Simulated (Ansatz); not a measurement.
# Hg2AuCl: the cost of one run

Method: reference: DFT PBE, plane waves, PAW, scalar-relativistic, no spin polarisation, in Ansatz 0.2.0.

### 1 Starting point

Symmetry: Cmcm, No. 63, orthorhombic system. The conventional cell has a = 3.859 Å, b = 11.393 Å, c = 8.422 Å, α = 90.00°, β = 90.00°, γ = 90.00°. Hg (site symmetry m) has 2 Au at 2.57 Å and 2 Hg at 2.67 to 3.34 Å and 3 Cl at 3.09 to 3.24 Å as nearest neighbours. Au (site symmetry m2m) has 4 Hg at 2.57 Å and 1 Cl at 2.82 Å as nearest neighbours. Cl (site symmetry m2m) has 1 Au at 2.82 Å and 6 Hg at 3.09 to 3.24 Å as nearest neighbours.

As a file:

```cif
data_structure
_symmetry_space_group_name_H-M 'Cmcm'
_symmetry_Int_Tables_number 63
_cell_length_a 3.8594
_cell_length_b 11.3928
_cell_length_c 8.4224
_cell_angle_alpha 90.000
_cell_angle_beta 90.000
_cell_angle_gamma 90.000
_cell_volume 370.33
loop_
_atom_site_label
_atom_site_type_symbol
_atom_site_symmetry_multiplicity
_atom_site_Wyckoff_symbol
_atom_site_fract_x
_atom_site_fract_y
_atom_site_fract_z
_atom_site_occupancy
Hg1 Hg 8 f 0.00000 0.61077 0.05161 1
Au1 Au 4 c 0.50000 0.58659 0.25000 1
Cl1 Cl 4 c 0.00000 0.83910 0.25000 1
```

### 2 The reference run

input.yaml

```yaml
crystal:
  lattice:
    - [3.859369, 0.0, 0.0]
    - [1.929685, -5.69641, 0.0]
    - [0.0, 0.0, -8.42245]
  atoms:
    - { symbol: Hg, position: [0.61077, 0.77846, 0.94839] }
    - { symbol: Hg, position: [0.38923, 0.22154, 0.44839] }
    - { symbol: Hg, position: [0.38923, 0.22154, 0.05161] }
    - { symbol: Hg, position: [0.61077, 0.77846, 0.55161] }
    - { symbol: Au, position: [0.08659, 0.82682, 0.75] }
    - { symbol: Au, position: [0.91341, 0.17318, 0.25] }
    - { symbol: Cl, position: [0.8391, 0.3218, 0.75] }
    - { symbol: Cl, position: [0.1609, 0.6782, 0.25] }
  symmetry: { tolerance: 0.0003 }
kpoints:
  mp_grid: { grid: [5, 5, 2], shift: [0, 0, 0] }
magnetization:
  spin_polarized: false
scf:
  occupations: { method: fermi_dirac }
hamiltonian:
  pseudopotentials: { kind: paw }
  xc: pbe
basis:
  ecutwfc: 420
output:
  forces: true
  stress: true
  eigenvalues: true
```

On the command line:

```
$ ansatz run input.yaml --threads 1 --pin off --max-ram 2560MiB --backend cpu --events-out ev --progress --plain --runs-dir out
```

Q: Estimate wall time and peak memory on 1 thread of an Arm CPU, shared host.

About 14 s, with a peak of 0.54 GiB.
